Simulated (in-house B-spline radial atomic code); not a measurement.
**Cs⁴⁺: binding energies from hole states**

Aim: the cost of two holes at once in Cs⁴⁺, against the sum of the two single holes.

Program: in-house B-spline radial atomic code version 1. Level of theory: Dirac-Hartree-Fock, average of configuration, Fermi nucleus, basis-set limit. These are calculated values, not measurements, unless marked.

## (1) The atom as given

```
element       : caesium (Z = 55)
charge        : +4
electrons     : 51
configuration : [Kr] 4d10 5s2 5p3
Hamiltonian   : Dirac-Coulomb
nucleus       : Fermi, rms radius 4.804 fm
```

Outer shells as boxes (Hund's rule):

[Kr] 4d10 5s2 5p3
```
[Kr] core
4d [↑↓][↑↓][↑↓][↑↓][↑↓]
5s [↑↓]
5p [↑ ][↑ ][↑ ]
```

The boxes draw the filling by Hund's rule, which heavy ions in jj coupling don't follow; these runs average over all states of the configuration.

Settings, as recorded:

```ini
Z = 55
electrons = 51.0
configuration = [Kr] 4d10 5s2 5p3
hamiltonian = dirac
method = hf
spin_polarised = False
nucleus = fermi
rms_radius = 4.8041
mass_number = 133
atomic_mass = 132.905451958
speed_of_light = 137.035999084
```

From the earlier run of the reference: total energy -7782.962297 hartree. Levels, eight at most:

| orbital | occupation | energy (eV) | <r> (bohr) |
| --- | --- | --- | --- |
| 4s1/2 | 2 | -296.87 | 0.6941 |
| 4p1/2 | 2 | -240.48 | 0.7216 |
| 4p3/2 | 4 | -226.17 | 0.7469 |
| 4d3/2 | 4 | -132.64 | 0.8250 |
| 4d5/2 | 6 | -130.22 | 0.8351 |
| 5s1/2 | 2 | -72.313 | 1.662 |
| 5p1/2 | 1 | -57.676 | 1.831 |
| 5p3/2 | 2 | -55.510 | 1.889 |

Single holes known from earlier runs (ΔSCF): 1s 36167.1 eV, 2p1/2 5427.10 eV, 3p1/2 1124.27 eV, 3p3/2 1055.47 eV, 3d3/2 793.03 eV, 4p3/2 222.36 eV, 4d3/2 129.30 eV, 4d5/2 126.96 eV, 5s 71.858 eV, 5p 55.884 eV.

## (2) The 4d5/2 and 5s holes

In configurations, a minus sign after the shell means j = l − 1/2 and a plus sign j = l + 1/2; the count of electrons follows.

Settings, as recorded:

```ini
Z = 55
electrons = 49.0
configuration = 1s2 2s2 2p6 3s2 3p6 3d10 4s2 4p6 4d-4 4d+5 5s1 5p3
hamiltonian = dirac
method = hf
spin_polarised = False
nucleus = fermi
rms_radius = 4.8041
mass_number = 133
atomic_mass = 132.905451958
speed_of_light = 137.035999084
```

## (3) The 3p3/2 and 5p holes

The settings differ from step 2 so:

```diff
@@ -2,3 +2,3 @@
 electrons = 49.0
-configuration = 1s2 2s2 2p6 3s2 3p6 3d10 4s2 4p6 4d-4 4d+5 5s1 5p3
+configuration = 1s2 2s2 2p6 3s2 3p-2 3p+3 3d10 4s2 4p6 4d10 5s2 5p2
 hamiltonian = dirac
```

## (4) The 3p1/2 and 3d3/2 holes

The settings differ from step 3 so:

```diff
@@ -2,3 +2,3 @@
 electrons = 49.0
-configuration = 1s2 2s2 2p6 3s2 3p-2 3p+3 3d10 4s2 4p6 4d10 5s2 5p2
+configuration = 1s2 2s2 2p6 3s2 3p-1 3p+4 3d-3 3d+6 4s2 4p6 4d10 5s2 5p3
 hamiltonian = dirac
```

## (5) The 3p1/2 and 4p3/2 holes

The settings differ from step 4 so:

```diff
@@ -2,3 +2,3 @@
 electrons = 49.0
-configuration = 1s2 2s2 2p6 3s2 3p-1 3p+4 3d-3 3d+6 4s2 4p6 4d10 5s2 5p3
+configuration = 1s2 2s2 2p6 3s2 3p-1 3p+4 3d10 4s2 4p-2 4p+3 4d10 5s2 5p3
 hamiltonian = dirac
```

## (6) The 1s and 5s holes

The settings differ from step 5 so:

```diff
@@ -2,3 +2,3 @@
 electrons = 49.0
-configuration = 1s2 2s2 2p6 3s2 3p-1 3p+4 3d10 4s2 4p-2 4p+3 4d10 5s2 5p3
+configuration = 1s1 2s2 2p6 3s2 3p6 3d10 4s2 4p6 4d10 5s1 5p3
 hamiltonian = dirac
```

## (7) The 2p1/2 and 4d3/2 holes

The settings differ from step 6 so:

```diff
@@ -2,3 +2,3 @@
 electrons = 49.0
-configuration = 1s1 2s2 2p6 3s2 3p6 3d10 4s2 4p6 4d10 5s1 5p3
+configuration = 1s2 2s2 2p-1 2p+4 3s2 3p6 3d10 4s2 4p6 4d-3 4d+6 5s2 5p3
 hamiltonian = dirac
```

**Question.** What does each hole state cost in eV, and how does that compare with the orbital energies or single holes?

As calculated:

| two holes | ΔSCF (eV) | less the two single holes (eV) |
| --- | --- | --- |
| 4d5/2 and 5s | 214.73 | 15.90 |
| 3p3/2 and 5p | 1126.60 | 15.25 |
| 3p1/2 and 3d3/2 | 1966.89 | 49.59 |
| 3p1/2 and 4p3/2 | 1375.72 | 29.09 |
| 1s and 5s | 36256.0 | 17.01 |
| 2p1/2 and 4d3/2 | 5584.44 | 28.04 |

Two holes cost more than the sum of each, because the second electron leaves a more charged ion. The excess runs from 15.2 eV (3p3/2 and 5p) to 49.6 eV (3p1/2 and 3d3/2); it tends to be largest where both holes are compact. Two partly filled shells share a symmetry and can mix in the average, which may lower the energy, in these hole states: 3p3/2 and 5p; 3p1/2 and 3d3/2; 3p1/2 and 4p3/2; 1s and 5s; 2p1/2 and 4d3/2; 2p1/2; 3p1/2; 3p3/2; 4p3/2. Values are for the free ion, measured from the vacuum level.
